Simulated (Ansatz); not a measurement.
# UCAM-B3LYP/STO-3G run of SiNH3 (SMILES [N][SiH3])

Aim: the electronic atomisation energy of SiNH3 at UCAM-B3LYP/STO-3G, from 4 runs. 

The results are computed with Ansatz 0.2.0.

51 further runs of the same task are left out: 5 that didn't finish, 46 set aside as unsound or not needed.

## Step 1: The structure to begin with

The species is SiNH3 (5 atoms), meant as a triplet with charge 0. As SMILES, `[N][SiH3]`. Geometry: relaxed at GFN2-xTB.

Bond lengths: N1–Si2 1.655 Å, Si2–H3 1.476 Å, Si2–H4 1.476 Å, Si2–H5 1.476 Å. Angles: N1–Si2–H3 111.3°, N1–Si2–H4 111.1°, N1–Si2–H5 111.1°, H3–Si2–H4 107.7°, H3–Si2–H5 107.7°, H4–Si2–H5 107.7°.

## Step 2: A single-point energy at UCAM-B3LYP/STO-3G

Contents of molecule.yaml:

```yaml
crystal:
  periodic: [false, false, false]
  atoms:
    - {symbol: N, position_ang: [-1.536630, 0.334330, 0.479510]}
    - {symbol: Si, position_ang: [0.010240, -0.002340, -0.003820]}
    - {symbol: H, position_ang: [0.064950, -0.313200, -1.445390]}
    - {symbol: H, position_ang: [0.555100, -1.162980, 0.727210]}
    - {symbol: H, position_ang: [0.906340, 1.144190, 0.242490]}
basis:
  gaussian:
    orbitals: STO-3G
magnetization:
  spin_polarized: true
  initial_magnetization: 2
hamiltonian:
  xc: {name: CAM-B3LYP}
accuracy: high
```

Command:

```console
$ ansatz run molecule.yaml --threads 1 --pin off --max-ram 2610MiB --events-out events.jsonl --progress --plain --runs-dir runs
```

Standard output:

```text
Warning: RAYON_NUM_THREADS=1 ignored (pool sized by the plan → 1); use --threads N
Functional definition: CAM-B3LYP
  name "CAM-B3LYP"
  parameter alpha = 0.19
  parameter beta = 0.46
  parameter omega = 0.33/bohr
  parameter ac = 0.81
  exchange = (1 - alpha - beta)*b88_x + beta*b88_x_sr(omega) + alpha*exact_x + beta*exact_x_lr(omega)
  correlation = (1 - ac)*vwn5_c + ac*lyp_c
291 factors; integrals over basis functions are off by at most 1.1e-8 eV
142 factors; integrals over basis functions are off by at most 8.0e-10 eV
mean field evaluation 1: about -9299.2126 eV, gradient 1.2e1 eV
mean field evaluation 2: about -9300.2916 eV, gradient 6.2e0 eV
mean field evaluation 4: about -9300.5823 eV, gradient 1.5e-1 eV
mean field evaluation 8: about -9300.5488 eV, gradient 3.7e-3 eV
mean field evaluation 16: about -9300.5488 eV, gradient 2.4e-7 eV
mean field -9300.54880214 eV, -341.7888643403 hartree, gradient 3.2e-8 eV, S^2 2.005283; 0 other end points of the search recorded, 0 dependent functions left out
reference -9300.54881399 eV, -341.7888647756 hartree; 13, 11 occupied and 4, 6 virtual orbitals, 291 factors
Total energy: -9300.54881399 eV, -341.7888647756 hartree
```

Run time: 1.9 s. Hardware: 1 thread of Arm Neoverse V1, shared host; peak memory 0.12 GiB.

## Step 3: The H atom at the same level

Contents of molecule.yaml:

```yaml
basis:
  gaussian:
    orbitals: STO-3G
crystal:
  periodic: [false, false, false]
  atoms:
    - {symbol: H, position_ang: [0.000000, 0.000000, 0.000000]}
total_charge: 0
accuracy: high
hamiltonian:
  xc: {name: CAM-B3LYP}
magnetization:
  spin_polarized: true
  initial_magnetization: 1
```

Run the same way, it converges to -0.46260 Eh (log not shown).

## Step 4: The N atom at the same level

Contents of input.yaml:

```yaml
crystal:
  periodic: [false, false, false]
  atoms:
    - {symbol: "N", position_ang: [0.000000, 0.000000, 0.000000]}
basis:
  gaussian: {orbitals: STO-3G}
magnetization: {spin_polarized: true, initial_magnetization: 3}
hamiltonian: {xc: {name: CAM-B3LYP}}
accuracy: high
```

Run the same way, it converges to -53.86224 Eh (log not shown).

## Step 5: The Si atom, same level

Contents of run.yaml:

```yaml
crystal:
  periodic: [false, false, false]
  atoms:
    - {symbol: Si, position_ang: [0.000000, 0.000000, 0.000000]}
basis:
  gaussian:
    orbitals: STO-3G
magnetization:
  spin_polarized: true
  initial_magnetization: 2
hamiltonian:
  xc: {name: CAM-B3LYP}
accuracy: high
```

Run the same way, it converges to -285.92344 Eh (log not shown).

## Step 6: What came out

At UCAM-B3LYP/STO-3G:

| quantity | value |
| --- | --- |
| molecule: total energy | -341.78886 Eh |
| molecule: ⟨S²⟩ | 2.005 |
| H atom: total energy | -0.46260 Eh |
| H atom: ⟨S²⟩ | 0.750 |
| N atom: total energy | -53.86224 Eh |
| N atom: ⟨S²⟩ | 3.750 |
| Si atom: total energy | -285.92344 Eh |
| Si atom: ⟨S²⟩ | 2.000 |
| electronic atomisation energy | 16.746 eV |

**Reading.** Taking the molecule apart into free atoms costs 16.75 eV (1616 kJ/mol), before zero-point energy and without spin-orbit coupling. In a minimal basis such a difference can be off by several eV, whatever the method.
